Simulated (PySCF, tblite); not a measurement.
**C₆H₈FO₂ radical: geometry, infrared bands and EPR parameters**

Wanted: the infrared bands and EPR parameters of C₆H₈FO₂ radical (`[CH2]C(=O)OCC(=C)CF`), by calculation.

The runs use tblite 0.8.0 and PySCF 2.14.0, with density-fitted response routines of our own; the level of theory stands in each step. All values are computed, except where a source is named. Atoms count from 0, in the outputs and in this text.

## Step 1: The molecule as given

17 atoms, charge 0, multiplicity 2; geometry from: force field or distance geometry start.

Bonds of the start (Å): C0–C1 1.49, C1–O2 1.25, C1–O3 1.40, O3–C4 1.38, C4–C5 1.48, C5–C6 1.32, C5–C7 1.50, C7–F8 1.36, C0–H9 1.10, C0–H10 1.09, C4–H11 1.13, C4–H12 1.12, C6–H13 1.10, C6–H14 1.08, C7–H15 1.10, C7–H16 1.11.

## Step 2: Relaxing the molecule with GFN2-xTB

What the job is given:

```
{"job": {"kind": "relax", "xc": "GFN2-xTB", "basis": "xTB"}, "charge": 0, "multiplicity": 2}
C      3.366300     0.045100     0.098300
C      1.929500     0.087200    -0.311100
O      1.614800     0.954700    -1.150900
O      0.991000    -0.804800     0.226900
C     -0.348500    -0.785500    -0.119100
C     -1.095200     0.451400     0.206300
C     -0.596200     1.514400     0.814800
C     -2.542200     0.489600    -0.188000
F     -3.128100     1.661200     0.164300
H      3.993300     0.699000    -0.518400
H      3.764400    -0.952300     0.259100
H     -0.923100    -1.608700     0.398600
H     -0.524400    -1.024300    -1.200500
H     -1.254500     2.374700     1.008700
H      0.413600     1.635600     1.170900
H     -2.650600     0.256500    -1.259900
H     -3.017100    -0.332300     0.389900
```

On the command line:

```
$ OMP_NUM_THREADS=1 python probes_run.py task.json out
```

The driver reads the jobs from task.json and runs them one after another.

The program printed:

```text
step      E/eV     max force
  0    -807.10067    2.562
  1    -807.35236    1.594
  2    -807.47321    1.145
  3    -807.57132    0.929
  4    -807.68050    0.713
  5    -807.71934    0.634
  6    -807.74741    0.425
  7    -807.76910    0.378
  8    -807.78145    0.306
  9    -807.78784    0.273
 10    -807.79456    0.214
 11    -807.80322    0.227
 12    -807.81230    0.235
 13    -807.82002    0.223
 14    -807.82666    0.225
 15    -807.83332    0.221
 16    -807.83906    0.178
 17    -807.84296    0.146
 18    -807.84552    0.132
 19    -807.84785    0.126
 20    -807.85055    0.130
 21    -807.85325    0.121
 22    -807.85569    0.152
 23    -807.85824    0.173
 24    -807.86149    0.176
 25    -807.86557    0.186
 26    -807.87020    0.187
 27    -807.87487    0.168
 28    -807.87904    0.154
 29    -807.88257    0.149
 30    -807.88534    0.204
 31    -807.88623    0.317
 32    -807.88938    0.117
 33    -807.89159    0.108
 34    -807.89452    0.105
 35    -807.89610    0.125
 36    -807.89725    0.110
 37    -807.89859    0.104
 38    -807.89978    0.095
 39    -807.90132    0.093
 40    -807.90314    0.115
 41    -807.90503    0.104
 42    -807.90627    0.059
 43    -807.90609    0.221
 44    -807.90731    0.050
 45    -807.90764    0.047
 46    -807.90842    0.063
 47    -807.90885    0.043
 48    -807.90938    0.054
 49    -807.90982    0.055
 50    -807.91033    0.047
 51    -807.91081    0.060
 52    -807.91118    0.045
 53    -807.91143    0.038
 54    -807.91161    0.054
 55    -807.91181    0.058
 56    -807.91205    0.050
 57    -807.91231    0.043
 58    -807.91259    0.039
 59    -807.91287    0.036
 60    -807.91311    0.031
 61    -807.91327    0.031
 62    -807.91341    0.039
 63    -807.91355    0.034
 64    -807.91367    0.034
 65    -807.91376    0.032
 66    -807.91381    0.016
 67    -807.91385    0.013
 68    -807.91389    0.019
 69    -807.91395    0.028
 70    -807.91402    0.028
 71    -807.91410    0.025
 72    -807.91419    0.030
 73    -807.91433    0.033
 74    -807.91457    0.063
 75    -807.91497    0.091
 76    -807.91551    0.101
 77    -807.91613    0.078
 78    -807.91680    0.063
 79    -807.91742    0.066
 80    -807.91796    0.055
 81    -807.91823    0.055
 82    -807.91842    0.047
 83    -807.91866    0.036
 84    -807.91886    0.032
 85    -807.91908    0.035
 86    -807.91933    0.034
 87    -807.91964    0.046
 88    -807.91998    0.052
 89    -807.92037    0.044
 90    -807.92072    0.042
 91    -807.92091    0.035
 92    -807.92099    0.048
 93    -807.92110    0.021
 94    -807.92116    0.019
 95    -807.92127    0.021
 96    -807.92136    0.026
 97    -807.92148    0.025
 98    -807.92157    0.023
 99    -807.92166    0.026
100    -807.92175    0.022
101    -807.92184    0.023
102    -807.92194    0.023
103    -807.92204    0.020
104    -807.92213    0.021
105    -807.92219    0.019
106    -807.92224    0.016
107    -807.92231    0.018
108    -807.92245    0.038
109    -807.92272    0.065
110    -807.92319    0.088
111    -807.92385    0.095
112    -807.92462    0.096
113    -807.92536    0.079
114    -807.92602    0.071
115    -807.92678    0.085
116    -807.92764    0.118
117    -807.92860    0.084
118    -807.92959    0.120
119    -807.93055    0.107
120    -807.93150    0.105
121    -807.93298    0.142
122    -807.93340    0.141
123    -807.93507    0.101
124    -807.93628    0.098
125    -807.93731    0.071
126    -807.93827    0.090
127    -807.93924    0.075
128    -807.94016    0.064
129    -807.94165    0.079
130    -807.94250    0.091
131    -807.94334    0.092
132    -807.94435    0.085
133    -807.94537    0.112
134    -807.94645    0.105
135    -807.94729    0.074
136    -807.94778    0.076
137    -807.94804    0.046
138    -807.94835    0.044
139    -807.94891    0.050
140    -807.94956    0.059
141    -807.95021    0.048
142    -807.95062    0.088
143    -807.95096    0.040
144    -807.95121    0.063
145    -807.95148    0.035
146    -807.95161    0.028
147    -807.95174    0.021
148    -807.95182    0.017
149    -807.95186    0.012
150    -807.95189    0.014
151    -807.95191    0.012
152    -807.95194    0.012
153    -807.95197    0.015
154    -807.95203    0.025
155    -807.95212    0.032
156    -807.95227    0.035
157    -807.95249    0.038
158    -807.95280    0.044
159    -807.95323    0.054
160    -807.95376    0.074
161    -807.95413    0.102
162    -807.95382    0.169
163    -807.95473    0.092
164    -807.95499    0.056
165    -807.95537    0.036
166    -807.95565    0.115
167    -807.95604    0.047
168    -807.95627    0.028
169    -807.95660    0.029
170    -807.95670    0.041
171    -807.95682    0.036
172    -807.95690    0.037
173    -807.95700    0.025
174    -807.95709    0.028
175    -807.95716    0.018
176    -807.95723    0.024
177    -807.95730    0.031
178    -807.95734    0.033
179    -807.95740    0.033
180    -807.95753    0.027
181    -807.95762    0.027
182    -807.95775    0.017
183    -807.95775    0.048
184    -807.95783    0.014
185    -807.95785    0.013
186    -807.95789    0.020
187    -807.95793    0.022
188    -807.95797    0.012
189    -807.95799    0.010
190    -807.95799    0.006
```

It took 3.6 s on 1 thread of Intel Xeon at 2.50GHz, shared host; peak memory 0.18 GiB.

Step by step: (not every step is listed)

| step | energy from step 0 (eV) | largest force (eV/Å) |
| --- | --- | --- |
| 0 | 0.0000 | 2.5624 |
| 1 | -0.2517 | 1.5942 |
| 2 | -0.3725 | 1.1455 |
| 3 | -0.4706 | 0.9292 |
| 4 | -0.5798 | 0.7127 |
| 5 | -0.6187 | 0.6337 |
| 6 | -0.6467 | 0.4249 |
| 7 | -0.6684 | 0.3780 |
| 8 | -0.6808 | 0.3064 |
| 25 | -0.7649 | 0.1861 |
| 42 | -0.8056 | 0.0589 |
| 59 | -0.8122 | 0.0364 |
| 76 | -0.8148 | 0.1006 |
| 93 | -0.8204 | 0.0211 |
| 110 | -0.8225 | 0.0884 |
| 127 | -0.8386 | 0.0749 |
| 144 | -0.8505 | 0.0626 |
| 161 | -0.8535 | 0.1019 |
| 178 | -0.8567 | 0.0331 |
| 185 | -0.8572 | 0.0126 |
| 186 | -0.8572 | 0.0199 |
| 187 | -0.8573 | 0.0222 |
| 188 | -0.8573 | 0.0122 |
| 189 | -0.8573 | 0.0105 |
| 190 | -0.8573 | 0.0065 |

Close pairs (by a distance rule), those that changed most:

```
  bond  before (Å)  after (Å)  change (Å)
 C0–C1       1.495      1.423      -0.071
 C1–O3       1.402      1.356      -0.046
 O3–C4       1.384      1.424      +0.040
C4–H11       1.130      1.092      -0.038
 C4–C5       1.481      1.514      +0.033
 C1–O2       1.248      1.221      -0.027
C4–H12       1.121      1.096      -0.026
C6–H13       1.100      1.076      -0.024
```

The next job starts from the end point, and lists it.

## Step 3: Harmonic vibrations with GFN2-xTB

What the job is given:

```
{"job": {"kind": "ir", "xc": "GFN2-xTB", "basis": "xTB"}, "charge": 0, "multiplicity": 2}
C      3.003960     0.197365    -0.761900
C      1.617260    -0.117988    -0.814702
O      0.918905    -0.071820    -1.814605
O      1.140039    -0.495460     0.397462
C     -0.244054    -0.822237     0.469294
C     -1.100949     0.419821     0.591918
C     -1.172847     1.107382     1.719278
C     -1.806687     0.823700    -0.670659
F     -2.561554     1.954284    -0.496446
H      3.506582     0.504219    -1.659407
H      3.534820     0.134664     0.168627
H     -0.339280    -1.443806     1.361850
H     -0.524175    -1.391461    -0.424070
H     -1.756067     2.009095     1.789299
H     -0.647154     0.792952     2.604026
H     -1.083994     1.028574    -1.469750
H     -2.491802     0.032206    -1.000124
```

The program printed:

```text
mode    cm-1     km/mol
  1      20.9      1.30
  2      67.1      3.02
  3      90.7      5.37
  4     108.8      8.93
  5     218.0     12.26
  6     250.4      4.22
  7     268.9      0.79
  8     347.0      0.08
  9     367.1      3.00
 10     387.0      0.56
 11     469.5      7.41
 12     546.1      4.11
 13     588.6      5.92
 14     630.7      7.44
 15     716.7      4.59
 16     733.5     85.22
 17     840.5     14.51
 18     880.5     11.56
 19     911.4     15.77
 20     958.1      5.94
 21     964.0      3.34
 22     979.1      4.63
 23    1006.3     14.23
 24    1046.1     87.94
 25    1062.4     56.99
 26    1180.8     64.69
 27    1198.8     10.61
 28    1202.8     20.48
 29    1245.1      8.31
 30    1311.3      4.42
 31    1325.0      1.58
 32    1350.1     16.94
 33    1397.4      0.60
 34    1417.7     10.05
 35    1427.9      2.34
 36    1617.8    217.63
 37    1719.9     17.60
 38    2912.0     20.47
 39    2929.9      7.95
 40    2936.3     20.11
 41    2981.9     11.43
 42    3114.2      4.72
 43    3129.0      4.08
 44    3144.6     14.92
 45    3191.5      2.04
```

Run time: 1.6 s. Hardware: 1 thread of Intel Xeon at 2.50GHz, shared host; peak memory 0.18 GiB.

Which atoms move in the most intense modes:

| cm⁻¹ | km/mol | atoms |
| --- | --- | --- |
| 734 | 85.2 | C1 35 %, C0 23 %, H9 18 %, H10 16 % |
| 1046 | 87.9 | O3 41 %, C4 27 % |
| 1062 | 57.0 | C7 39 %, F8 26 %, C4 13 %, O3 11 % |
| 1181 | 64.7 | C1 47 %, H9 15 % |
| 1203 | 20.5 | H15 30 %, C5 16 %, H12 12 %, C1 11 % |
| 1618 | 217.6 | C1 63 %, O2 34 % |
| 2912 | 20.5 | H16 75 %, H15 16 % |
| 2936 | 20.1 | H12 84 % |

## Step 4: EPR parameters: B3LYP/pcH-1

Settings changed since step 3:

```diff
@@ -1,2 +1,2 @@
-{"job": {"kind": "ir", "xc": "GFN2-xTB", "basis": "xTB"}, "charge": 0, "multiplicity": 2}
+{"job": {"kind": "epr", "basis": "pcH-1"}, "charge": 0, "multiplicity": 2}
 C      3.003960     0.197365    -0.761900
```

With the program's defaults for keys left out, this is: UKS B3LYP, pcH-1 on C F H O, non-relativistic, mean-field spin-orbit, GIAO.

The program printed:

```text
UKS, coarse grid
  cycle   1  E = -483.49847795  |g| = 7.51e-01
  cycle   2  E = -482.42955927  |g| = 1.67e+00
  cycle   3  E = -483.60865969  |g| = 4.53e-01
  cycle   4  E = -483.69497336  |g| = 1.09e-01
  cycle   5  E = -483.69775665  |g| = 8.19e-02
  cycle   6  E = -483.70039917  |g| = 1.58e-02
  cycle   7  E = -483.70051897  |g| = 8.41e-03
  cycle   8  E = -483.70055368  |g| = 4.16e-03
  cycle   9  E = -483.70056615  |g| = 2.05e-03
  cycle  10  E = -483.70056874  |g| = 1.09e-03
  cycle  11  E = -483.70056911  |g| = 4.64e-04
UKS, final grid
  cycle   1  E = -483.70053079  |g| = 6.68e-04
  cycle   2  E = -483.70053034  |g| = 1.23e-03
  cycle   3  E = -483.70053102  |g| = 1.59e-04
  cycle   4  E = -483.70053103  |g| = 7.30e-05
  cycle   5  E = -483.70053103  |g| = 5.00e-05
  cycle   6  E = -483.70053103  |g| = 1.62e-05
E = -483.70053103 Eh   <S^2> = 0.7568 (exact 0.7500)
g shifts (ppm)      1          2          3
  rmc          -174       -174       -174
  gc             -5         37         40
  oz_so          49       1627       3238
  total        -130       1489       3104
hyperfine (MHz)  atom isotope    a_iso     a_fc   dipolar eigenvalues
    0   13C      73.92      73.92    -72.56    -72.05    144.61
    1   13C     -43.40     -43.40     -8.92      1.73      7.20
    2   17O     -12.27     -12.27    -56.82     28.19     28.62
    3   17O       0.47       0.47    -12.37      5.42      6.95
    4   13C      -2.00      -2.00     -0.51     -0.01      0.52
    5   13C       3.33       3.33     -0.73     -0.42      1.15
    6   13C      -0.16      -0.16     -0.17     -0.12      0.29
    7   13C      -0.34      -0.34     -0.40     -0.11      0.52
    8   19F      -0.08      -0.08     -1.14     -0.29      1.43
    9    1H     -57.95     -57.95    -33.77     -2.08     35.85
   10    1H     -57.72     -57.72    -34.51     -1.90     36.41
   11    1H       0.94       0.94     -1.19     -0.99      2.18
   12    1H       4.27       4.27     -1.92     -1.05      2.98
   13    1H       0.64       0.64     -0.50     -0.41      0.92
   14    1H       0.24       0.24     -0.70     -0.58      1.28
   15    1H       0.20       0.20     -1.88     -1.74      3.61
   16    1H       0.05       0.05     -0.69     -0.60      1.29
```

Wall time 3.7 min (1 thread of Intel Xeon at 2.50GHz, shared host); peak memory 1.1 GiB.

Principal g values 2.00219, 2.00381, 2.00542; g(iso) = 2.00381, against 2.00232 for a free electron.

Hyperfine couplings; where a row names several nuclei, a(iso) is their mean (it holds for fast rotation or exchange) and the dipolar term the largest among them:

```csv
nuclei,isotope,a(iso) (MHz),"a(iso) (G, at g = 2.0023)",largest dipolar term (MHz)
C0,13C,73.9,26.4,144.6
"H9, H10",1H,-57.8,-20.6,36.4
C1,13C,-43.4,-15.5,-8.9
O2,17O,-12.3,-4.4,-56.8
C5,13C,3.3,1.2,1.2
"H11, H12",1H,2.6,0.9,3.0
C4,13C,-2.0,-0.7,0.5
H13,1H,0.6,0.2,0.9
O3,17O,0.5,0.2,-12.4
C7,13C,-0.3,-0.1,0.5
H14,1H,0.2,0.1,1.3
C6,13C,-0.2,-0.1,0.3
"H15, H16",1H,0.1,0.0,3.6
F8,19F,-0.1,0.0,1.4
```

Mulliken spin populations:

C0 0.95; C1 -0.09; O2 0.18; O3 0.03; C4 0.00; C5 0.00; C6 0.00; C7 0.00; F8 0.00; H9 -0.04; H10 -0.04; H11 0.00; H12 0.00; H13 0.00; H14 0.00; H15 0.00; H16 0.00

In first order the couplings over 0.8 MHz of 1H give 9 distinct lines over 43.1 G, if the averaged nuclei exchange fast.

The fields below are evaluated on a grid from the run's orbitals.

ELF in a plane through or near 6 of the atoms.

Ten even steps from '0' (0.00) to '9' (1.00):
```
0000000000000000000000000000
0000000000000000000000000000
0000000000000000000000000000
0000000000000015873000000000
0000000000000039996100000000
0000036500000028995210000000
0000399930000016876651000000
0000599960010026417993000000
0000279961010048857882000000
0000255276310036520000000000
0003899477430013310230000000
0007999622330003336885100000
0005999201341069647285100000
0000473004551099725884000000
0000000013430089502552000000
0000000000000036100000000000
0000000000000000000000000000
0000000000000000000000000000
0000000000000000000000000000
0000000000000000000000000000
```
The map spans 12.6 Å across and 9.8 Å up, centred on the molecule. Atoms in the plane (x, y in Å): C0 (-3.1, 0.1), C6 (1.7, 1.3), H9 (-3.7, -0.7), H10 (-3.3, 1.1), H14 (1.4, 2.3), H15 (0.8, -1.8).

log10 of the density (e/Å³) in the same plane.

Values, 10 rows by 14 columns:
```
-4.0 -4.0 -4.0 -4.0 -4.0 -4.0 -4.0 -4.0 -4.0 -4.0 -4.0 -4.0 -4.0 -4.0
-4.0 -4.0 -4.0 -4.0 -4.0 -4.0 -4.0 -3.3 -2.7 -2.9 -3.7 -4.0 -4.0 -4.0
-4.0 -4.0 -3.6 -3.1 -3.3 -3.8 -3.3 -2.0 -0.9 -1.3 -2.3 -3.6 -4.0 -4.0
-4.0 -3.6 -2.0 -1.1 -1.6 -2.1 -2.0 -1.4  0.0 -0.1 -1.1 -2.7 -4.0 -4.0
-4.0 -3.0 -1.4  0.0 -0.5 -1.3 -1.4 -1.1  0.0  0.0 -0.9 -2.6 -4.0 -4.0
-4.0 -2.7 -0.9  0.2 -0.1 -0.6 -1.5 -1.3 -0.6 -0.8 -0.9 -2.4 -4.0 -4.0
-4.0 -3.0 -1.3 -0.6 -1.2 -0.8 -1.3 -1.0 -0.2  0.6  0.6 -1.7 -4.0 -4.0
-4.0 -4.0 -2.9 -2.6 -1.9 -1.3 -1.7 -1.2 -0.9 -0.9 -0.9 -2.4 -4.0 -4.0
-4.0 -4.0 -4.0 -4.0 -3.7 -3.0 -3.2 -2.8 -2.6 -2.9 -3.2 -4.0 -4.0 -4.0
-4.0 -4.0 -4.0 -4.0 -4.0 -4.0 -4.0 -4.0 -4.0 -4.0 -4.0 -4.0 -4.0 -4.0
```
The map spans 12.6 Å across and 9.8 Å up, centred on the molecule. Atoms in the plane (x, y in Å): C0 (-3.1, 0.1), C6 (1.7, 1.3), H9 (-3.7, -0.7), H10 (-3.3, 1.1), H14 (1.4, 2.3), H15 (0.8, -1.8).

On the surface of density 0.002 e/bohr³ the electrostatic potential runs, from the 1st to the 99th percentile, from -1.40 V near O2 to 1.24 V near H10.

The spin density lies nearest to C0 58 %; O2 15 %; H10 9 %; C1 8 % (both signs).

## Step 5: What came out

| quantity | value |
| --- | --- |
| strongest single infrared mode (GFN2-xTB) | 1618 cm⁻¹, 218 km/mol |
| zero-point energy (GFN2-xTB) | 78.9 kcal/mol |
| g(iso) (B3LYP) | 2.00381 |
| ⟨S²⟩ | 0.757 (exact 0.75) |
| largest a(iso) (averaged by class) | 13C on C0, 73.9 MHz |
| surface potential, 1st and 99th percentile | -1.40 V and 1.24 V |

In words: The optimisation took 190 steps and gained 0.857 eV; among the close pairs (by a distance rule), C0–C1 changed most, from 1.495 to 1.423 Å. All 45 modes are real, so the xTB geometry is a minimum. The strongest single mode, at 1618 cm⁻¹, moves mainly C1 and O2. GFN2-xTB is a fitted tight-binding method: band positions and strengths are rough. Its intensities can rank the bands wrongly. C0 carries the largest spin population, 0.95 e. The isotropic g lies 1.5 ppt above the free-electron value.
